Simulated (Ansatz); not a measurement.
**InNH4 (SMILES [NH2][InH2]): SVWN5/def2-SVP (core potential)**

What is the electronic atomisation energy of InNH4 at SVWN5/def2-SVP (core potential)? 

Program for the calculation: Ansatz 0.2.0.

47 further runs of the same task are left out: 47 set aside as unsound or not needed.

### 1 The structure to begin with

InNH4: 6 atoms, total charge 0, spin state singlet. As SMILES, `[NH2][InH2]`. The coordinates come from a PBE0-D4/def2-TZVP relaxation.

Bond lengths: N1–In2 2.007 Å, N1–H3 1.006 Å, N1–H4 1.006 Å, In2–H5 1.712 Å, In2–H6 1.712 Å. Angles: N1–In2–H5 115.0°, N1–In2–H6 115.0°, In2–N1–H3 124.3°, In2–N1–H4 124.3°, H5–In2–H6 130.0°, H3–N1–H4 111.3°.

### 2 A single-point energy at SVWN5/def2-SVP (core potential)

Contents of molecule.yaml:

```yaml
crystal:
  periodic: [false, false, false]
  atoms:
    - {symbol: "N", position_ang: [-0.092200, -1.060500, 0.036600]}
    - {symbol: In, position_ang: [0.095300, 0.935900, -0.048300]}
    - {symbol: H, position_ang: [-0.598000, -1.552900, 0.753400]}
    - {symbol: H, position_ang: [0.311900, -1.697300, -0.629300]}
    - {symbol: H, position_ang: [1.012500, 1.520500, -1.370700]}
    - {symbol: H, position_ang: [-0.687400, 1.790300, 1.212100]}
basis:
  gaussian:
    orbitals: def2-SVP
hamiltonian:
  xc: {name: SVWN5}
accuracy: high
output: {orbitals: {seedname: orbitals}}
```

The run is started by

```
$ ansatz run molecule.yaml --threads 1 --pin off --max-ram 3480MiB --events-out events.jsonl --progress --plain --runs-dir runs
```

The program printed:

```text
Warning: RAYON_NUM_THREADS=1 ignored (pool sized by the plan → 1); use --threads N
Functional definition: SVWN5
  name "SVWN5"
  exchange = slater_x
  correlation = vwn5_c
1456 factors; integrals over basis functions are off by at most 3.0e-9 eV
mean field evaluation 1: about -6695.2652 eV, gradient 6.9e1 eV
mean field evaluation 2: about -6627.9804 eV, gradient 1.4e2 eV
mean field evaluation 4: about -6705.2835 eV, gradient 6.9e0 eV
mean field evaluation 8: about -6705.4625 eV, gradient 3.7e-1 eV
mean field evaluation 16: about -6705.4628 eV, gradient 1.9e-5 eV
mean field -6705.46281000 eV, -246.4212131416 hartree, gradient 1.0e-8 eV, S^2 0.000000; 0 other end points of the search recorded, 0 dependent functions left out
reference -6705.46281382 eV, -246.4212132819 hartree; 16, 16 occupied and 44, 44 virtual orbitals, 1456 factors
Total energy: -6705.46281382 eV, -246.4212132819 hartree
```

It took 4.2 s on 1 thread of Arm Neoverse N1, shared host; peak memory 0.15 GiB.

### 3 The H atom at the same level

Contents of job.yaml:

```yaml
crystal:
  periodic: [false, false, false]
  atoms:
    - {symbol: H, position_ang: [0.000000, 0.000000, 0.000000]}
basis:
  gaussian: {orbitals: def2-SVP}
magnetization: {spin_polarized: true, initial_magnetization: 1}
hamiltonian: {xc: {name: SVWN5}}
accuracy: high
```

The run is started by

```
$ ansatz run job.yaml --threads 1 --pin off --max-ram 3480MiB --events-out events.jsonl --progress --plain --runs-dir runs
```

The program printed:

```text
Warning: RAYON_NUM_THREADS=1 ignored (pool sized by the plan → 1); use --threads N
[... 4 set-up lines as earlier in the session ...]
15 factors; integrals over basis functions are off by at most 8.9e-10 eV
mean field evaluation 1: about -12.9915 eV, gradient 3.1e-1 eV
mean field evaluation 2: about -12.9914 eV, gradient 3.1e-1 eV
mean field evaluation 4: about -12.9926 eV, gradient 1.4e-5 eV
mean field evaluation 8: about -12.9926 eV, gradient 2.8e-8 eV
mean field -12.99257338 eV, -0.4774682650 hartree, gradient 2.8e-8 eV, S^2 0.750000; 0 other end points of the search recorded, 0 dependent functions left out
reference -12.99257482 eV, -0.4774683181 hartree; 1, 0 occupied and 4, 5 virtual orbitals, 15 factors
Total energy: -12.99257482 eV, -0.4774683181 hartree
```

It took 0.14 s on 1 thread of Arm Neoverse N1, shared host.

### 4 The In atom, same level

Contents of in.yaml:

```yaml
crystal:
  periodic: [false, false, false]
  atoms:
    - {symbol: In, position_ang: [0.000000, 0.000000, 0.000000]}
basis:
  gaussian:
    orbitals: def2-SVP
accuracy: high
hamiltonian:
  xc: {name: SVWN5}
magnetization:
  spin_polarized: true
  initial_magnetization: 1
```

Run the same way, it converges to -189.79005 Eh (log not shown).

### 5 The N atom at the same level

Contents of run.yaml:

```yaml
crystal:
  periodic: [false, false, false]
  atoms:
    - {symbol: "N", position_ang: [0.000000, 0.000000, 0.000000]}
basis:
  gaussian:
    orbitals: def2-SVP
hamiltonian:
  xc: {name: SVWN5}
magnetization:
  spin_polarized: true
  initial_magnetization: 3
accuracy: high
```

Run the same way, it converges to -54.06615 Eh (log not shown).

### 6 Results

At SVWN5/def2-SVP (core potential):

| quantity | value |
| --- | --- |
| molecule: total energy | -246.42121 Eh |
| molecule: HOMO energy | -5.68 eV |
| molecule: LUMO energy | -1.85 eV |
| molecule: HOMO–LUMO gap | 3.83 eV |
| H atom: total energy | -0.47747 Eh |
| H atom: ⟨S²⟩ | 0.750 |
| In atom: total energy | -189.79005 Eh |
| In atom: ⟨S²⟩ | 0.751 |
| N atom: total energy | -54.06615 Eh |
| N atom: ⟨S²⟩ | 3.753 |
| electronic atomisation energy | 17.827 eV |

**Reading.** Taking the molecule apart into free atoms costs 17.83 eV (411 kcal/mol), before zero-point energy and without spin-orbit coupling.
